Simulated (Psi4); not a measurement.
**SnH2O2 (SMILES [OH][Sn][OH]) at wB97X-D/def2-SVPD (core potential, sweep point 2)**

What is the vertical electron affinity of SnH2O2 at wB97X-D/def2-SVPD (core potential, sweep point 2)? Input form: a Python script.

Program for the calculation: Psi4 1.11.

### 1 The structure to begin with

SnH2O2 has 5 atoms, charge 0, and is taken as a singlet. As SMILES, `[OH][Sn][OH]`. The shape is that of a PBE0-D4/def2-TZVP optimisation. This is one conformer, not always the lowest.

Bond lengths: O1–Sn2 1.987 Å, Sn2–O3 1.966 Å, O1–H4 0.960 Å, O3–H5 0.964 Å. Angles: O1–Sn2–O3 91.9°, Sn2–O1–H4 116.9°, Sn2–O3–H5 111.9°.

### 2 A single-point energy at wB97X-D/def2-SVPD (core potential, sweep point 2)

File run.py:

```python
import psi4

psi4.set_memory(1600000000)
psi4.set_num_threads(1)
psi4.core.set_output_file('run.log', False)

m = psi4.geometry("""
O     -1.86005742     0.33599330    -1.15991390
Sn    -0.29045091    -1.78371249     1.51348165
O      2.95137426     0.00548021     1.20205479
H     -3.59274731    -0.01058247    -1.57111830
H      2.88598974     1.31354863    -0.06292788
units au
symmetry c1
""")

psi4.set_options(dict(puream=True, scf_type='pk', dft_radial_points=99, dft_spherical_points=590))

e_tot = psi4.energy("wb97x-d/def2-SVPD")
print(f'total energy {e_tot:.8f} hartree = {e_tot * 27.211386:.5f} eV')
```

The run is started by

```
python run.py
```

run.log:

```text
[...]
    !!!  WARNING: ECP capability is in beta. Please check occupations closely.  !!!
[...]
  Running in c1 symmetry.
[...]
  Nuclear repulsion =  127.037901338857409
[...]
  Multiplicity = 1
[...]
  Nalpha       = 20
  Nbeta        = 20
[...]
    Number of basis functions: 94
[...]
   @RKS iter   1:  -365.46629011824388   -1.47437e+00   1.11794e-02 DIIS/ADIIS
[...]
   @RKS iter   9:  -365.91625751165964   -5.38996e-08   3.93574e-07 DIIS
[...]
    Orbital Energies [Eh]
    ---------------------
    Doubly Occupied:
       1A    -19.251313     2A    -19.245468     3A     -5.222775
       4A     -3.564545     5A     -3.558300     6A     -3.554214
       7A     -1.147052     8A     -1.141569     9A     -1.130990
      10A     -1.127425    11A     -1.122758    12A     -1.049943
      13A     -1.020677    14A     -0.607089    15A     -0.553401
      16A     -0.467758    17A     -0.414696    18A     -0.413745
      19A     -0.386022    20A     -0.346208
[...]
  @RKS Final Energy:  -365.91625751165964
   => Energetics <=
    Nuclear Repulsion Energy =            127.0379013388574094
    One-Electron Energy =                -838.4920028640840428
    Two-Electron Energy =                 370.5594298418837980
    DFT Exchange-Correlation Energy =     -25.0207447998440387
    Empirical Dispersion Energy =          -0.0008410284727940
    VV10 Nonlocal Energy =                  0.0000000000000000
    Total Energy =                       -365.9162575116596372
[...]
 Multipole Moments:
 ------------------------------------------------------------------------------------
     Multipole            Electronic (a.u.)      Nuclear  (a.u.)        Total (a.u.)
 ------------------------------------------------------------------------------------
 L = 1.  Multiply by 2.5417464519 to convert [e a0] to [Debye]
 Dipole X            :         -7.2258517            6.3334203           -0.8924313
 Dipole Y            :        -19.1568270           18.6165279           -0.5402991
 Dipole Z            :         15.0414192          -14.9107793            0.1306399
 Magnitude           :                                                    1.0513913
[...]
```

Standard output:

```text
total energy -365.91625751 hartree = -9957.08853 eV
```

It took 15 s on 1 thread of Intel Xeon Platinum 8488C (Sapphire Rapids), shared host; peak memory 0.78 GiB.

### 3 The doublet anion, same level

File job.py:

```python
import psi4

psi4.set_memory('1600 MB')
psi4.set_num_threads(1)
psi4.core.set_output_file('psi4.out', False)

m = psi4.geometry("""
-1 2
O     -1.86005742     0.33599330    -1.15991390
Sn    -0.29045091    -1.78371249     1.51348165
O      2.95137426     0.00548021     1.20205479
H     -3.59274731    -0.01058247    -1.57111830
H      2.88598974     1.31354863    -0.06292788
units bohr
symmetry c1
""")

psi4.set_options({
    'reference': 'uks',
    'puream': True,
    'scf_type': 'pk',
    'dft_radial_points': 99,
    'dft_spherical_points': 590,
    'maxiter': 100,
})

E = psi4.energy("wb97x-d/def2-SVPD", molecule=m)
print('E =', round(E, 9))
```

The run is started by

```
python job.py
```

psi4.out:

```text
[...]
    !!!  WARNING: ECP capability is in beta. Please check occupations closely.  !!!
[...]
  Running in c1 symmetry.
[...]
  Nuclear repulsion =  127.037901338857409
[...]
  Multiplicity = 2
[...]
  Nalpha       = 21
  Nbeta        = 20
[...]
    Number of basis functions: 94
[...]
   @UKS iter   1:  -365.34513042402796   -1.35321e+00   1.19791e-02 ADIIS/DIIS
[...]
   @UKS iter  10:  -365.92009611083449   -1.86336e-07   9.78163e-07 DIIS
[...]
   @S^2 Observed:                7.532447222E-01
[...]
    Orbital Energies [Eh]
    ---------------------
    Alpha Occupied:
       1A    -19.049005     2A    -19.042675     3A     -4.977262
       4A     -3.315991     5A     -3.312303     6A     -3.312205
       7A     -0.916867     8A     -0.900046     9A     -0.883758
      10A     -0.882505    11A     -0.879215    12A     -0.842385
      13A     -0.815645    14A     -0.402158    15A     -0.356257
      16A     -0.268428    17A     -0.220756    18A     -0.218278
      19A     -0.196024    20A     -0.139504    21A      0.005422
    Alpha Virtual:
      22A      0.205563    23A      0.219516    24A      0.234311
      25A      0.268984    26A      0.276814    27A      0.301965
[...]
  @UKS Final Energy:  -365.92009611083449
   => Energetics <=
    Nuclear Repulsion Energy =            127.0379013388574094
    One-Electron Energy =                -847.3274712990051967
    Two-Electron Energy =                 379.4921465703073409
    DFT Exchange-Correlation Energy =     -25.1218316925212299
    Empirical Dispersion Energy =          -0.0008410284727940
    VV10 Nonlocal Energy =                  0.0000000000000000
    Total Energy =                       -365.9200961108344927
[...]
 Multipole Moments:
 ------------------------------------------------------------------------------------
     Multipole            Electronic (a.u.)      Nuclear  (a.u.)        Total (a.u.)
 ------------------------------------------------------------------------------------
 L = 1.  Multiply by 2.5417464519 to convert [e a0] to [Debye]
 Dipole X            :         -6.9498693            6.3334203           -0.6164490
 Dipole Y            :        -18.6968549           18.6165279           -0.0803271
 Dipole Z            :         14.7232134          -14.9107793           -0.1875658
 Magnitude           :                                                    0.6493402
[...]
```

On the terminal:

```text
E = -365.920096111
```

Wall time 19 s (1 thread of Intel Xeon Platinum 8488C (Sapphire Rapids), shared host); peak memory 0.79 GiB.

### 4 What came out

At wB97X-D/def2-SVPD (core potential, sweep point 2):

| quantity | value |
| --- | --- |
| singlet SnH2O2: total energy | -365.91626 Eh |
| singlet SnH2O2: dipole moment | 2.67 D |
| singlet SnH2O2: HOMO energy | -9.42 eV |
| singlet SnH2O2: LUMO energy | -0.42 eV |
| singlet SnH2O2: HOMO–LUMO gap | 9.00 eV |
| singlet SnH2O2: dispersion energy | -2.21 kJ/mol |
| doublet anion: total energy | -365.92010 Eh |
| doublet anion: HOMO energy (highest over α and β) | 0.15 eV |
| doublet anion: LUMO energy (lowest over α and β) | 5.41 eV |
| doublet anion: dispersion energy | -2.21 kJ/mol |
| doublet anion: ⟨S²⟩ | 0.753 |
| vertical electron affinity (to the doublet anion) | 0.104 eV |

In words: At fixed nuclei the extra electron is bound by 0.10 eV (2.4 kcal/mol). The HOMO (doublet anion) lies at positive energy, 0.15 eV; only total energies tell whether the electron is bound.
